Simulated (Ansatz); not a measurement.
I need a short molecular-dynamics run of H₄OSSn, SMILES [OH][SnH2][SH]. Use Ansatz's Python interface. Level of theory (for the species named): B3LYP, def2-SVP basis, multiplicity 1.

```xyz
7

O    -1.2220   -0.9679   -0.7166
Sn    0.0239    0.4440   -0.1271
S     2.0750   -0.6237    0.4575
H    -2.0154   -0.3992   -0.9474
H     0.3119    1.5845   -1.4380
H    -0.6172    1.3023    1.2668
H     1.5049   -1.4080    1.4590
```

`md_h4ossn.py`
```python
import warnings

import ansatz as az
import numpy as np


def main() -> None:
    warnings.simplefilter("ignore", az.DeckWarning)

    geometry_ang = [
        ("O", [-1.222, -0.9679, -0.7166]),
        ("Sn", [0.0239, 0.444, -0.1271]),
        ("S", [2.075, -0.6237, 0.4575]),
        ("H", [-2.0154, -0.3992, -0.9474]),
        ("H", [0.3119, 1.5845, -1.438]),
        ("H", [-0.6172, 1.3023, 1.2668]),
        ("H", [1.5049, -1.408, 1.459]),
    ]
    molecule = az.Crystal.molecule()
    for symbol, xyz in geometry_ang:
        molecule = molecule.atom(symbol, xyz)

    job = molecule.calculation()
    job = job.basis(gaussian="def2-SVP")
    job = job.functional("b3lyp")
    symbols = [site.symbol for site in molecule.cartesian_sites]
    start = np.array([site.position_ang for site in molecule.cartesian_sites], dtype=float)
    rep = job.relax(force_tolerance=0.02, max_steps=100).run(threads=1, pin="off").report
    end = np.array(rep["positions_ang"])
    minimum = az.Crystal.molecule()
    for symbol, place in zip(symbols, end):
        minimum = minimum.atom(symbol, place.tolist())

    job = (
        minimum.calculation()
        .basis(gaussian="def2-SVP")
        .functional("b3lyp")
        .md("nve", timestep=0.5, steps=30, temperature=200, initial_velocities="maxwell_boltzmann", seed=44)
    )
    frames = []
    out = job.session().plan().execute(on_event=lambda e: frames.append(e["data"]) if e["event"] == "md_step" else None)
    print("t (fs)   E_pot (eV)      E_kin (eV)   T (K)   d(0-1) (A)")
    for f in frames[::2]:
        xyz = np.array(f["positions_ang"])
        print(f"{f['time_fs']:6.2f} {f['lagrangian_ev']:14.5f} {f['e_kin_ev']:10.5f} {f['temperature_k']:8.1f} {np.linalg.norm(xyz[0] - xyz[1]):9.4f}")
    kept = np.array([f["conserved_ev"] for f in frames])
    print(f"conserved energy moves by at most {1000 * np.ptp(kept):.3f} meV")
    symbols = [site.symbol for site in molecule.cartesian_sites]
    with open("last_frame.xyz", "w") as handle:
        handle.write(f"{len(symbols)}\nt = {frames[-1]['time_fs']} fs\n")
        handle.writelines("{:2s} {:10.5f} {:10.5f} {:10.5f}\n".format(s, *xyz) for s, xyz in zip(symbols, frames[-1]["positions_ang"]))


if __name__ == "__main__":
    main()
```

```console
$ python md_h4ossn.py
t (fs)   E_pot (eV)      E_kin (eV)   T (K)   d(0-1) (A)
  0.00   -18776.85949    0.12926    200.0    1.9985
  1.00   -18776.85695    0.12677    196.1    1.9933
  2.00   -18776.85177    0.12165    188.2    1.9882
  3.00   -18776.84755    0.11743    181.7    1.9834
  4.00   -18776.84420    0.11402    176.4    1.9789
  5.00   -18776.83887    0.10868    168.2    1.9747
  6.00   -18776.83072    0.10057    155.6    1.9707
  7.00   -18776.82198    0.09185    142.1    1.9671
  8.00   -18776.81419    0.08405    130.1    1.9638
  9.00   -18776.80695    0.07682    118.9    1.9610
 10.00   -18776.80071    0.07061    109.2    1.9587
 11.00   -18776.79709    0.06698    103.6    1.9571
 12.00   -18776.79594    0.06580    101.8    1.9562
 13.00   -18776.79491    0.06475    100.2    1.9559
 14.00   -18776.79298    0.06286     97.3    1.9563
 15.00   -18776.79282    0.06275     97.1    1.9573
conserved energy moves by at most 0.167 meV
```

`last_frame.xyz`, as written:
```text
7
t = 15.0 fs
O    -1.50815   -0.32034   -1.02948
Sn    0.01288    0.58241   -0.19129
S     1.80890   -0.96007    0.34486
H    -1.64785   -1.21497   -0.71531
H     0.71347    1.60175   -1.38524
H    -0.41188    1.36722    1.27070
H     1.13392   -1.37463    1.42652
```

Caveats:
- Total energies depend on the basis set; only differences at equal settings carry meaning.
- The trajectory is only some femtoseconds long, so its temperature is not equilibrated; where the script doesn't relax first, it starts from a rough generated geometry.
- def2 sets replace the cores of elements past krypton by effective core potentials.
- b3lyp holds the VWN-RPA fit, as in Gaussian; the form of ORCA and Turbomole is b3lyp5.
- The temperature counts the internal degrees of freedom alone.
- It ran for 2.2 min on 1 thread of Intel(R) Xeon(R) Platinum 8488C (Sapphire Rapids), with other jobs on the host, peak memory 0.25 GiB.

(Lines on the test bed's own set-up are left out of the output.)
